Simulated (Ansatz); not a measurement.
# LaSb2Au: the cost of one run

Program: Ansatz 0.2.0, driven from Python. Level of theory: DFT LDA, plane waves, PAW. These are calculated values, not measurements.

## (1) Starting point

Symmetry: P4/nmm, No. 129, tetragonal system. Conventional cell: a = 4.436 Å, b = 4.436 Å, c = 10.432 Å, α = 90.00°, β = 90.00°, γ = 90.00°. La (site symmetry 4mm) is surrounded by 8 Sb at 3.24 to 3.45 Å and 4 Au at 3.40 Å. Sb (site symmetry 4mm) has 4 Au at 2.84 Å and 4 La at 3.24 Å in its first shell of neighbours. Around Sb (site symmetry -4m2) lie 4 Sb at 3.14 Å and 4 La at 3.45 Å. Around Au (site symmetry -4m2) lie 4 Sb at 2.84 Å and 4 Au at 3.14 Å.

The script holds or builds the structure itself.

## (2) The code

The input, lasb2au_eos.py:

```python
"""Energy against volume for LaSb2Au, with a fit."""

import logging
import sys
import warnings

import ansatz as az
from ase.eos import EquationOfState
from ase.units import GPa
import numpy as np

logging.basicConfig(stream=sys.stdout, format="%(name)s: %(message)s")
log = logging.getLogger("calc")
log.setLevel(logging.INFO)

VECTORS = np.array([
    [4.436, 0.0, 0.0],
    [0.0, 4.436, 0.0],
    [0.0, 0.0, 10.432],
])
SITES = [
    ("La", (0.5, 0.0, 0.75315)),
    ("La", (0.0, 0.5, 0.24685)),
    ("Sb", (0.5, 0.0, 0.1694)),
    ("Sb", (0.0, 0.5, 0.8306)),
    ("Sb", (0.0, 0.0, 0.5)),
    ("Sb", (0.5, 0.5, 0.5)),
    ("Au", (0.0, 0.0, 0.0)),
    ("Au", (0.5, 0.5, 0.0)),
]


def build(cell):
    crystal = az.Crystal(lattice=az.Lattice.of(cell))
    for symbol, position in SITES:
        crystal = crystal.atom(symbol, position)
    return crystal

warnings.simplefilter("ignore", az.DeckWarning)

# scale the volume, keep shape and fractions
volumes, energies, pressures = [], [], []
for scale in np.linspace(0.92, 1.08, 7):
    cell = VECTORS * scale ** (1 / 3)
    base = (
        build(cell).calculation()
        .functional("LDA")
        .occupations("fermi_dirac")  # the run then minimises F = E - TS
        .pseudopotentials("paw")
        .basis(500)  # cutoff of the orbital basis
        .kpoints(6, 6, 3)  # sampling of the Brillouin zone
        .stress()
    )
    report = base.run(threads=1).report
    volumes.append(abs(np.linalg.det(cell)) / len(SITES))
    energies.append(report["free_energy_ev"] / len(SITES))
    pressures.append(np.trace(report["stress_gpa"]) / 3)
    log.info(f"V = {volumes[-1]:8.4f} A^3/atom  F = {energies[-1]:.5f} eV/atom  P = {pressures[-1]:8.3f} GPa")

eos = EquationOfState(volumes, energies, eos="murnaghan")
v0, e0, bulk = eos.fit()
log.info(f"V0 = {v0:.4f} A^3/atom, E0 = {e0:.5f} eV/atom, B = {bulk / GPa:.1f} GPa")
eos.plot("eos.png")
```

## (3) What the engine is handed

The engine receives this input (first run):

```yaml
crystal:
  lattice:
    - [4.314404033106845, 0.0, 0.0]
    - [0.0, 4.314404033106845, 0.0]
    - [0.0, 0.0, 10.146046635115106]
  atoms:
    - { symbol: La, position: [0.5, 0.0, 0.75315] }
    - { symbol: La, position: [0.0, 0.5, 0.24685] }
    - { symbol: Sb, position: [0.5, 0.0, 0.1694] }
    - { symbol: Sb, position: [0.0, 0.5, 0.8306] }
    - { symbol: Sb, position: [0.0, 0.0, 0.5] }
    - { symbol: Sb, position: [0.5, 0.5, 0.5] }
    - { symbol: Au, position: [0.0, 0.0, 0.0] }
    - { symbol: Au, position: [0.5, 0.5, 0.0] }
basis:
  ecutwfc: 500.0
kpoints:
  mp_grid:
    grid: [6, 6, 3]
hamiltonian:
  xc: lda
  pseudopotentials:
    kind: paw
scf:
  occupations:
    method: fermi_dirac
output:
  stress: true
```

## (4) Running it

Run with:

```bash
$ python lasb2au_eos.py
```

**Question.** How long does this script take on 1 thread of Arm Neoverse V1, shared host, and how much memory does it need?

About 2.5 min, with a peak of 0.74 GiB.
